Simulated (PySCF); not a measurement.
# Ti, Ti⁺, Ti²⁺: ionisation energies with spin-orbit coupling

Each state of titanium is computed at each level; their differences give the ionisation energy. How far do the methods differ?

Method: two-component X2C-1e, generalised determinants. Code: PySCF 2.14.0.

## Step 1: The system

- Element: titanium (Z = 22)
- Basis: x2c-TZVPPall-2c (6s7p4d2f1g, 70 functions)
- Hamiltonian: two-component X2C-1e, Gaussian nucleus, no Breit or QED terms; spin-orbit coupling, run by run: off; screened by Boettger's factors
- Core shells frozen in the correlated runs: [Ne] (for Ti)
- State 1: Ti: [Ar] 3d2 4s2; 3d3/2 filled at m_j = +1/2, +3/2
- State 2: Ti⁺: [Ar] 3d2 4s1; 3d3/2 filled at m_j = +1/2, +3/2; 4s1/2 filled at m_j = -1/2
- State 3: Ti²⁺: [Ar] 3d2; 3d3/2 filled at m_j = +1/2, +3/2
- Needed too, but not shown: Ti³⁺ [Ar] 3d1 (2D)
- Methods: GHF, GMP2

Outer shells as boxes (Hund's rule):

Ti [Ar] 3d2 4s2
```
[Ar] core
3d [↑ ][↑ ][  ][  ][  ]
4s [↑↓]
```

Ti+ [Ar] 3d2 4s1
```
[Ar] core
3d [↑ ][↑ ][  ][  ][  ]
4s [↑ ]
```

Ti2+ [Ar] 3d2
```
[Ar] core
3d [↑ ][↑ ][  ][  ][  ]
```

All steps ran in one process of a driver on top of PySCF, which takes the settings above as its task.

It was started by

```console
OMP_NUM_THREADS=1 python sorun2.py TASK.json OUT
```

The integrals over 70 functions and the set-up took 1 s of CPU time.

## Step 2: Ti: the ladder of methods

Level: GHF (spin-free).

Log:

```text
cycle= 1 E= -852.6985869500  delta_E= -853  |FDS-SDF|= 0.032
cycle= 2 E= -852.7256092502  delta_E= -0.027  |FDS-SDF|= 0.0138
cycle= 3 E= -852.7295849402  delta_E= -0.00398  |FDS-SDF|= 0.00416
cycle= 4 E= -852.7305434200  delta_E= -0.000958  |FDS-SDF|= 0.000777
cycle= 5 E= -852.7305905814  delta_E= -4.72e-05  |FDS-SDF|= 0.000186
cycle= 6 E= -852.7305944352  delta_E= -3.85e-06  |FDS-SDF|= 5.28e-05
cycle= 7 E= -852.7305949222  delta_E= -4.87e-07  |FDS-SDF|= 3.94e-05
cycle= 8 E= -852.7305954139  delta_E= -4.92e-07  |FDS-SDF|= 1.53e-05
cycle= 9 E= -852.7305954854  delta_E= -7.15e-08  |FDS-SDF|= 5.65e-06
cycle= 10 E= -852.7305955012  delta_E= -1.58e-08  |FDS-SDF|= 1.44e-06
cycle= 11 E= -852.7305955015  delta_E= -2.91e-10  |FDS-SDF|= 4.92e-07
```

It took 1.7 s on 1 thread of Intel Xeon Platinum 8259CL at 2.50GHz, shared host, the integrals not counted.

Occupied spinors (without spin-orbit coupling the j labels only name the start):

```csv
spinor shell,electrons,mean energy (eV),weight of the nominal j,rms radius (bohr)
1s1/2,2,-5017.8,1.000,0.0804
2s1/2,2,-589.11,1.000,0.350
2p1/2,2,-485.02,0.667,0.320
2p3/2,4,-484.69,0.833,0.320
3s1/2,2,-79.067,1.000,1.08
3p1/2,2,-50.136,0.667,1.19
3p3/2,4,-48.308,0.833,1.18
3d3/2,2,-11.789,0.700,1.67
4s1/2,2,-6.066,1.000,4.04
```

M_J = 2, ⟨J²⟩ = 8.016, ⟨L²⟩ = 12.009, ⟨S²⟩ = 2.007.

Level: GMP2 (spin-free).

No log was kept for this step.

Time after the integrals: 0.5 s (1 thread of Intel Xeon Platinum 8259CL at 2.50GHz, shared host).

With 12 electrons correlated and 6 very high virtual spinors dropped, the MP2 correlation energy is -0.30931 hartree. Largest pairs: 3p3/2-3p3/2 -0.0680, 3p1/2-3p3/2 -0.0488, 3d3/2-3p3/2 -0.0484, 3d3/2-3p1/2 -0.0236, 3p3/2-3s1/2 -0.0217.

Level: GHF (screened spin-orbit).

Log:

```text
cycle= 1 E= -852.5365879548  delta_E= -853  |FDS-SDF|= 0.07
cycle= 2 E= -852.6913755655  delta_E= -0.155  |FDS-SDF|= 0.0375
cycle= 3 E= -852.7190058905  delta_E= -0.0276  |FDS-SDF|= 0.0101
cycle= 4 E= -852.7254484595  delta_E= -0.00644  |FDS-SDF|= 0.00389
cycle= 5 E= -852.7263646734  delta_E= -0.000916  |FDS-SDF|= 0.00307
cycle= 6 E= -852.7273643646  delta_E= -0.001  |FDS-SDF|= 0.00293
cycle= 7 E= -852.7295993868  delta_E= -0.00224  |FDS-SDF|= 0.0027
cycle= 8 E= -852.7341710935  delta_E= -0.00457  |FDS-SDF|= 0.00245
cycle= 9 E= -852.7322456821  delta_E= 0.00193  |FDS-SDF|= 0.00293
cycle= 10 E= -852.7342989477  delta_E= -0.00205  |FDS-SDF|= 0.00407
cycle= 11 E= -852.7358427905  delta_E= -0.00154  |FDS-SDF|= 0.00229
cycle= 12 E= -852.7365888603  delta_E= -0.000746  |FDS-SDF|= 0.00154
cycle= 13 E= -852.7372753414  delta_E= -0.000686  |FDS-SDF|= 0.00157
cycle= 14 E= -852.7378283210  delta_E= -0.000553  |FDS-SDF|= 0.00139
cycle= 15 E= -852.7378628660  delta_E= -3.45e-05  |FDS-SDF|= 0.000728
cycle= 16 E= -852.7378713814  delta_E= -8.52e-06  |FDS-SDF|= 0.000484
cycle= 17 E= -852.7378796480  delta_E= -8.27e-06  |FDS-SDF|= 6.7e-05
cycle= 18 E= -852.7378801961  delta_E= -5.48e-07  |FDS-SDF|= 3.42e-05
cycle= 19 E= -852.7378804666  delta_E= -2.7e-07  |FDS-SDF|= 2.67e-05
cycle= 20 E= -852.7378805776  delta_E= -1.11e-07  |FDS-SDF|= 1.57e-05
cycle= 21 E= -852.7378806043  delta_E= -2.67e-08  |FDS-SDF|= 4.09e-06
cycle= 22 E= -852.7378806075  delta_E= -3.19e-09  |FDS-SDF|= 1.96e-06
cycle= 23 E= -852.7378806081  delta_E= -6.46e-10  |FDS-SDF|= 1.06e-06
```

Time after the integrals: 5.5 s (1 thread of Intel Xeon Platinum 8259CL at 2.50GHz, shared host).

The outer occupied spinors:

```csv
spinor shell,electrons,mean energy (eV),weight of the nominal j,rms radius (bohr)
2s1/2,2,-589.09,1.000,0.350
2p1/2,2,-489.02,0.993,0.319
2p3/2,4,-482.70,0.997,0.321
3s1/2,2,-79.056,1.000,1.08
3p1/2,2,-50.369,0.654,1.18
3p3/2,4,-48.183,0.827,1.18
3d3/2,2,-11.799,0.719,1.67
4s1/2,2,-6.065,1.000,4.04
```

M_J = 2, ⟨J²⟩ = 7.873, ⟨L²⟩ = 12.006, ⟨S²⟩ = 2.006. Rows whose weight is well below 1 mix j = l ± 1/2: exchange competes with spin-orbit coupling there.

The determinant has a definite M_J but mixes levels of different J.

Level: GMP2 (screened spin-orbit).

The driver printed no log here.

It took 0.24 s on 1 thread of Intel Xeon Platinum 8259CL at 2.50GHz, shared host, the integrals not counted.

With 12 electrons correlated and 6 very high virtual spinors dropped, the MP2 correlation energy is -0.30935 hartree. Largest pairs: 3p3/2-3p3/2 -0.0678, 3p1/2-3p3/2 -0.0492, 3d3/2-3p3/2 -0.0485, 3d3/2-3p1/2 -0.0235, 3p3/2-3s1/2 -0.0217.

## Step 3: Ti⁺: the ladder of methods

Level: GHF (spin-free).

Log:

```text
cycle= 1 E= -852.5000585522  delta_E= -853  |FDS-SDF|= 0.0296
cycle= 2 E= -852.5231655105  delta_E= -0.0231  |FDS-SDF|= 0.0119
cycle= 3 E= -852.5256635303  delta_E= -0.0025  |FDS-SDF|= 0.00331
cycle= 4 E= -852.5260806971  delta_E= -0.000417  |FDS-SDF|= 0.000577
cycle= 5 E= -852.5260937645  delta_E= -1.31e-05  |FDS-SDF|= 0.000142
cycle= 6 E= -852.5260952279  delta_E= -1.46e-06  |FDS-SDF|= 4.91e-05
cycle= 7 E= -852.5260956560  delta_E= -4.28e-07  |FDS-SDF|= 3.77e-05
cycle= 8 E= -852.5260962998  delta_E= -6.44e-07  |FDS-SDF|= 1.54e-05
cycle= 9 E= -852.5260964025  delta_E= -1.03e-07  |FDS-SDF|= 1.37e-06
cycle= 10 E= -852.5260964030  delta_E= -4.75e-10  |FDS-SDF|= 2.69e-07
```

Time after the integrals: 1.6 s (1 thread of Intel Xeon Platinum 8259CL at 2.50GHz, shared host).

Occupied spinors (without spin-orbit coupling the j labels only name the start):

```csv
spinor shell,electrons,mean energy (eV),weight of the nominal j,rms radius (bohr)
1s1/2,2,-5025.1,1.000,0.0804
2s1/2,2,-596.32,1.000,0.350
2p1/2,2,-492.26,0.667,0.320
2p3/2,4,-491.92,0.833,0.320
3s1/2,2,-86.200,1.000,1.08
3p1/2,2,-57.330,0.667,1.18
3p3/2,4,-55.484,0.833,1.18
3d3/2,2,-19.075,0.700,1.64
4s1/2,1,-13.040,1.000,3.49
```

M_J = 3/2, ⟨J²⟩ = 6.756, ⟨L²⟩ = 12.005, ⟨S²⟩ = 3.751.

Level: GMP2 (spin-free).

This step left no log, only its results.

It took 0.42 s on 1 thread of Intel Xeon Platinum 8259CL at 2.50GHz, shared host, the integrals not counted.

With 11 electrons correlated and 6 very high virtual spinors dropped, the MP2 correlation energy is -0.27228 hartree. Largest pairs: 3p3/2-3p3/2 -0.0680, 3p1/2-3p3/2 -0.0486, 3d3/2-3p3/2 -0.0483, 3d3/2-3p1/2 -0.0236, 3p3/2-3s1/2 -0.0218.

Level: GHF (screened spin-orbit).

Log:

```text
cycle= 1 E= -852.4066927296  delta_E= -852  |FDS-SDF|= 0.058
cycle= 2 E= -852.5017977067  delta_E= -0.0951  |FDS-SDF|= 0.0258
cycle= 3 E= -852.5142167939  delta_E= -0.0124  |FDS-SDF|= 0.00826
cycle= 4 E= -852.5177361280  delta_E= -0.00352  |FDS-SDF|= 0.00424
cycle= 5 E= -852.5189522652  delta_E= -0.00122  |FDS-SDF|= 0.00403
cycle= 6 E= -852.5217443529  delta_E= -0.00279  |FDS-SDF|= 0.00375
cycle= 7 E= -852.5298038846  delta_E= -0.00806  |FDS-SDF|= 0.00335
cycle= 8 E= -852.5291159294  delta_E= 0.000688  |FDS-SDF|= 0.00245
cycle= 9 E= -852.5315025657  delta_E= -0.00239  |FDS-SDF|= 0.00203
cycle= 10 E= -852.5322679515  delta_E= -0.000765  |FDS-SDF|= 0.002
cycle= 11 E= -852.5329343220  delta_E= -0.000666  |FDS-SDF|= 0.00104
cycle= 12 E= -852.5333186191  delta_E= -0.000384  |FDS-SDF|= 0.00139
cycle= 13 E= -852.5333461940  delta_E= -2.76e-05  |FDS-SDF|= 0.000638
cycle= 14 E= -852.5333798948  delta_E= -3.37e-05  |FDS-SDF|= 0.00026
cycle= 15 E= -852.5333880864  delta_E= -8.19e-06  |FDS-SDF|= 0.000115
cycle= 16 E= -852.5333897465  delta_E= -1.66e-06  |FDS-SDF|= 7.82e-05
cycle= 17 E= -852.5333907084  delta_E= -9.62e-07  |FDS-SDF|= 4.45e-05
cycle= 18 E= -852.5333909001  delta_E= -1.92e-07  |FDS-SDF|= 2.29e-05
cycle= 19 E= -852.5333910397  delta_E= -1.4e-07  |FDS-SDF|= 1.62e-05
cycle= 20 E= -852.5333910864  delta_E= -4.66e-08  |FDS-SDF|= 5.67e-06
cycle= 21 E= -852.5333910955  delta_E= -9.15e-09  |FDS-SDF|= 2.84e-06
cycle= 22 E= -852.5333910976  delta_E= -2.07e-09  |FDS-SDF|= 6.97e-07
cycle= 23 E= -852.5333910977  delta_E= -1.26e-10  |FDS-SDF|= 3.31e-07
```

It took 4.8 s on 1 thread of Intel Xeon Platinum 8259CL at 2.50GHz, shared host, the integrals not counted.

The outer occupied spinors:

```csv
spinor shell,electrons,mean energy (eV),weight of the nominal j,rms radius (bohr)
2s1/2,2,-596.29,1.000,0.350
2p1/2,2,-496.26,0.992,0.319
2p3/2,4,-489.93,0.996,0.321
3s1/2,2,-86.188,1.000,1.08
3p1/2,2,-57.562,0.654,1.18
3p3/2,4,-55.359,0.827,1.18
3d3/2,2,-19.085,0.715,1.64
4s1/2,1,-13.038,1.000,3.49
```

M_J = 3/2, ⟨J²⟩ = 6.650, ⟨L²⟩ = 12.004, ⟨S²⟩ = 3.750. Rows whose weight is well below 1 mix j = l ± 1/2: exchange competes with spin-orbit coupling there.

The determinant has a definite M_J but mixes levels of different J.

Level: GMP2 (screened spin-orbit).

This step left no log, only its results.

Time after the integrals: 0.21 s (1 thread of Intel Xeon Platinum 8259CL at 2.50GHz, shared host).

With 11 electrons correlated and 6 very high virtual spinors dropped, the MP2 correlation energy is -0.27231 hartree. Largest pairs: 3p3/2-3p3/2 -0.0678, 3p1/2-3p3/2 -0.0489, 3d3/2-3p3/2 -0.0484, 3d3/2-3p1/2 -0.0235, 3p3/2-3s1/2 -0.0219.

## Step 4: Ti²⁺

Level: GHF (spin-free).

Log:

```text
cycle= 1 E= -852.0291753596  delta_E= -852  |FDS-SDF|= 0.0283
cycle= 2 E= -852.0479112749  delta_E= -0.0187  |FDS-SDF|= 0.0104
cycle= 3 E= -852.0499499735  delta_E= -0.00204  |FDS-SDF|= 0.00318
cycle= 4 E= -852.0503063917  delta_E= -0.000356  |FDS-SDF|= 0.000517
cycle= 5 E= -852.0503146808  delta_E= -8.29e-06  |FDS-SDF|= 0.000103
cycle= 6 E= -852.0503149596  delta_E= -2.79e-07  |FDS-SDF|= 1.16e-05
cycle= 7 E= -852.0503149635  delta_E= -3.9e-09  |FDS-SDF|= 1.22e-06
cycle= 8 E= -852.0503149636  delta_E= -4.12e-11  |FDS-SDF|= 1.81e-07
```

Time after the integrals: 1.3 s (1 thread of Intel Xeon Platinum 8259CL at 2.50GHz, shared host).

Occupied spinors (without spin-orbit coupling the j labels only name the start):

```csv
spinor shell,electrons,mean energy (eV),weight of the nominal j,rms radius (bohr)
1s1/2,2,-5033.8,1.000,0.0804
2s1/2,2,-604.89,1.000,0.350
2p1/2,2,-500.91,0.667,0.320
2p3/2,4,-500.56,0.833,0.320
3s1/2,2,-94.682,1.000,1.08
3p1/2,2,-65.976,0.667,1.18
3p3/2,4,-64.069,0.833,1.18
3d3/2,2,-27.714,0.700,1.56
```

M_J = 2, ⟨J²⟩ = 8.006, ⟨L²⟩ = 12.005, ⟨S²⟩ = 2.000.

Level: GMP2 (spin-free).

This step left no log, only its results.

It took 0.38 s on 1 thread of Intel Xeon Platinum 8259CL at 2.50GHz, shared host, the integrals not counted.

With 10 electrons correlated and 6 very high virtual spinors dropped, the MP2 correlation energy is -0.24997 hartree. Largest pairs: 3p3/2-3p3/2 -0.0680, 3d3/2-3p3/2 -0.0484, 3p1/2-3p3/2 -0.0480, 3d3/2-3p1/2 -0.0237, 3p3/2-3s1/2 -0.0223.

Level: GHF (screened spin-orbit).

Log:

```text
cycle= 1 E= -851.9705211534  delta_E= -852  |FDS-SDF|= 0.0506
cycle= 2 E= -852.0354025749  delta_E= -0.0649  |FDS-SDF|= 0.0201
cycle= 3 E= -852.0430820112  delta_E= -0.00768  |FDS-SDF|= 0.00667
cycle= 4 E= -852.0451568101  delta_E= -0.00207  |FDS-SDF|= 0.00319
cycle= 5 E= -852.0458492779  delta_E= -0.000692  |FDS-SDF|= 0.00308
cycle= 6 E= -852.0471646119  delta_E= -0.00132  |FDS-SDF|= 0.00297
cycle= 7 E= -852.0529546458  delta_E= -0.00579  |FDS-SDF|= 0.00257
cycle= 8 E= -852.0522592231  delta_E= 0.000695  |FDS-SDF|= 0.00242
cycle= 9 E= -852.0546655268  delta_E= -0.00241  |FDS-SDF|= 0.00252
cycle= 10 E= -852.0555997361  delta_E= -0.000934  |FDS-SDF|= 0.0017
cycle= 11 E= -852.0568914655  delta_E= -0.00129  |FDS-SDF|= 0.00166
cycle= 12 E= -852.0574269798  delta_E= -0.000536  |FDS-SDF|= 0.00322
cycle= 13 E= -852.0575764910  delta_E= -0.00015  |FDS-SDF|= 0.00193
cycle= 14 E= -852.0576519420  delta_E= -7.55e-05  |FDS-SDF|= 0.000384
cycle= 15 E= -852.0576748145  delta_E= -2.29e-05  |FDS-SDF|= 8e-05
cycle= 16 E= -852.0576752599  delta_E= -4.45e-07  |FDS-SDF|= 2.76e-05
cycle= 17 E= -852.0576753097  delta_E= -4.98e-08  |FDS-SDF|= 8.61e-06
cycle= 18 E= -852.0576753110  delta_E= -1.32e-09  |FDS-SDF|= 1.99e-06
cycle= 19 E= -852.0576753111  delta_E= -1.16e-10  |FDS-SDF|= 3.63e-07
```

Time after the integrals: 4.4 s (1 thread of Intel Xeon Platinum 8259CL at 2.50GHz, shared host).

Occupied spinors:

```csv
spinor shell,electrons,mean energy (eV),weight of the nominal j,rms radius (bohr)
1s1/2,2,-5033.8,1.000,0.0804
2s1/2,2,-604.87,1.000,0.350
2p1/2,2,-504.91,0.992,0.319
2p3/2,4,-498.56,0.996,0.321
3s1/2,2,-94.671,1.000,1.08
3p1/2,2,-66.209,0.655,1.18
3p3/2,4,-63.944,0.828,1.18
3d3/2,2,-27.724,0.720,1.56
```

M_J = 2, ⟨J²⟩ = 7.853, ⟨L²⟩ = 12.002, ⟨S²⟩ = 2.000. Rows whose weight is well below 1 mix j = l ± 1/2: exchange competes with spin-orbit coupling there.

The determinant has a definite M_J but mixes levels of different J.

Level: GMP2 (screened spin-orbit).

The driver printed no log here.

Time after the integrals: 0.2 s (1 thread of Intel Xeon Platinum 8259CL at 2.50GHz, shared host).

With 10 electrons correlated and 6 very high virtual spinors dropped, the MP2 correlation energy is -0.24999 hartree. Largest pairs: 3p3/2-3p3/2 -0.0678, 3d3/2-3p3/2 -0.0485, 3p1/2-3p3/2 -0.0483, 3d3/2-3p1/2 -0.0236, 3p3/2-3s1/2 -0.0223.

## Step 5: The energy differences

Ionisation energy: Ti [Ar] 3d2 4s2 [3d3/2^2, M_J = 2] → Ti⁺ [Ar] 3d2 4s1 [3d3/2^2 4s1/2^1, M_J = 3/2].

```csv
method,value (eV),less the reference (eV),"CPU time, both states (s)"
GHF (spin-free),5.565,-1.263,3.3
GMP2 (spin-free),6.572,-0.256,4.2
GHF (screened spin-orbit),5.564,-1.264,10
GMP2 (screened spin-orbit),6.572,-0.256,11
```

Reference: 6.828 eV (measured; NIST Atomic Spectra Database, ionization energies). The determinant of Ti mixes levels of different J (the jj label is only the starting occupation), so the difference between spin-free and spin-orbit rows is not the physical spin-orbit shift.

Ionisation energy: Ti⁺ [Ar] 3d2 4s1 [3d3/2^2 4s1/2^1, M_J = 3/2] → Ti²⁺ [Ar] 3d2 [3d3/2^2, M_J = 2].

```csv
method,value (eV),less the reference (eV),"CPU time, both states (s)"
GHF (spin-free),12.947,-0.629,2.9
GMP2 (spin-free),13.554,-0.022,3.7
GHF (screened spin-orbit),12.945,-0.631,9.2
GMP2 (screened spin-orbit),13.552,-0.023,9.6
```

Reference: 13.575 eV (measured; NIST Atomic Spectra Database, ionization energies). The determinant of Ti+ mixes levels of different J (the jj label is only the starting occupation), so the difference between spin-free and spin-orbit rows is not the physical spin-orbit shift.

Ionisation energy: Ti²⁺ [Ar] 3d2 [3d3/2^2, M_J = 2] → Ti³⁺ [Ar] 3d1 [3d3/2^1, M_J = 3/2].

```csv
method,value (eV),less the reference (eV)
GHF (spin-free),26.490,-1.001
GMP2 (spin-free),27.168,-0.324
GHF (screened spin-orbit),26.489,-1.003
GMP2 (screened spin-orbit),27.161,-0.331
```

Reference: 27.492 eV (measured; NIST Atomic Spectra Database, ionization energies). The determinant of Ti2+ mixes levels of different J (the jj label is only the starting occupation), so the difference between spin-free and spin-orbit rows is not the physical spin-orbit shift.

The differences also use runs on Ti³⁺ [Ar] 3d1 (2D), which are not shown here. Times are CPU seconds on a shared host without the integrals; correlated rows include their Hartree-Fock run.

## Step 6: Summary of results

```
               quantity                                                                           value
  ionisation energy, Ti     GHF (spin-free) 5.565, GMP2 (screened spin-orbit) 6.572 eV; reference 6.828
 ionisation energy, Ti⁺  GHF (spin-free) 12.947, GMP2 (screened spin-orbit) 13.552 eV; reference 13.575
ionisation energy, Ti²⁺  GHF (spin-free) 26.490, GMP2 (screened spin-orbit) 27.161 eV; reference 27.492
```

**Reading.** For the first difference the methods span 1.008 eV, from GHF (screened spin-orbit) (5.564) to GMP2 (spin-free) (6.572). The reference is uncertain or not like for like (spin-orbit coupling or other relativistic terms), so no ranking of close methods is drawn. All values hold for this basis alone; no basis-set limit was taken.
